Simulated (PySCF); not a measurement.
# Pb(SH)4: other functionals and bases at one geometry

Aim: see how levels, charges and forces of Pb(SH)4 depend on the level of theory. The structure is generated, not taken from experiment.

Computed with PySCF 2.14.0. Level: several levels, as the steps say, no spin–orbit coupling.

1 further run of the same task is left out (for a known fault of the program).

## Step 1: Where the work starts

9 atoms, charge 0, spin multiplicity 1.

Bond lengths: Pb1–S2 2.511 Å, Pb1–S4 2.511 Å, Pb1–S6 2.511 Å, Pb1–S8 2.511 Å, S2–H3 1.352 Å, S4–H5 1.352 Å, S6–H7 1.353 Å, S8–H9 1.353 Å. Angles: S2–Pb1–S4 115.9°, S2–Pb1–S6 106.3°, S2–Pb1–S8 106.3°, S4–Pb1–S6 106.3°, S4–Pb1–S8 106.3°, S6–Pb1–S8 115.9°, Pb1–S2–H3 91.9°, Pb1–S4–H5 91.9°, Pb1–S6–H7 91.9°, Pb1–S8–H9 91.9°.

Geometry (Å):

```xyz
9

Pb    0.0000    0.0000   -0.0002
S     1.4679    1.5424    1.3317
H     2.5140    0.6887    1.2538
S    -1.4679   -1.5424    1.3317
H    -2.5140   -0.6887    1.2538
S     1.5427   -1.4674   -1.3323
H     0.6873   -2.5124   -1.2578
S    -1.5427    1.4674   -1.3323
H    -0.6873    2.5124   -1.2578
```

Formal oxidation states: Pb +4. An earlier session relaxed this geometry at PBE0, Pb def2-SVP with ECP60, S def2-SVP, H def2-SVP (singlet, point group S4).

At PBE0 on the finer grid: E = -1787.051551 Eh, HOMO -7.54 eV, LUMO -3.37 eV, Mulliken charge on Pb1 +0.57 e, largest force component 0.005 eV/Å. 

Levels to run: TPSSh; revPBE. Hardware: 2 threads of Arm Neoverse V1, shared host.

## Step 2: TPSSh

File run.py (the lines that set the calculation):

```python
mol = gto.M(atom='''
Pb     0.00000     0.00000    -0.00021
S      1.46787     1.54237     1.33173
H      2.51400     0.68868     1.25376
S     -1.46787    -1.54237     1.33173
H     -2.51400    -0.68868     1.25376
S      1.54266    -1.46737    -1.33234
H      0.68730    -2.51240    -1.25782
S     -1.54266     1.46737    -1.33234
H     -0.68730     2.51240    -1.25782''',
    basis={'Pb': 'def2-SVP', 'S': 'def2-SVP', 'H': 'def2-SVP'},
    ecp={'Pb': 'def2-SVP'},
    charge=0, spin=0)
mf = dft.RKS(mol, xc='TPSSH')
mf.grids.atom_grid = (75, 302)
mf = mf.density_fit()  # fitting sets: Pb def2-universal-JKFIT, S def2-universal-JKFIT, H def2-universal-JKFIT
mf.conv_tol = 1e-08; mf.max_cycle = 55
mf.kernel(dm0)  # dm0: the density of the relaxed state
```

The run is started by

```
$ OMP_NUM_THREADS=2 python run.py
```

## Step 3: revPBE

run.py (the lines that set the calculation), as its differences from that of step 2:

```diff
@@ -13,3 +13,3 @@
     charge=0, spin=0)
-mf = dft.RKS(mol, xc='TPSSH')
+mf = dft.RKS(mol, xc='PBE_R,PBE')
 mf.grids.atom_grid = (75, 302)
```

**Question.** What will these runs give? Wanted: for each run, HOMO; gap; charge on Pb1; dipole; largest force.

**Answer**, as computed:

| level | state | HOMO (eV) | gap (eV) | charge on Pb1 (e) | dipole (D) | largest force (eV/Å) | basis functions | time |
| --- | --- | --- | --- | --- | --- | --- | --- | --- |
| PBE0 (relaxed here) | singlet | -7.54 | 4.17 | 0.57 | 0.00 | 0.01 | 118 | 53 s |
| TPSSh | singlet | -6.92 | 3.14 | 0.59 | 0.00 | 0.16 | 118 | 20 s |
| revPBE | singlet | -6.21 | 2.25 | 0.52 | 0.00 | 0.51 | 118 | 13 s |

Times are on 2 threads of Arm Neoverse V1, shared host; the first row also made further properties.

In one basis the HOMO–LUMO gap runs from 2.25 eV (revPBE) to 4.17 eV (PBE0). The largest leftover force, 0.51 eV/Å with revPBE, stands at a geometry relaxed at another level. The Mulliken charge on Pb spans +0.52 to +0.59 e over the levels. Total energies of different levels can't be compared. Spin–orbit coupling is left out throughout.
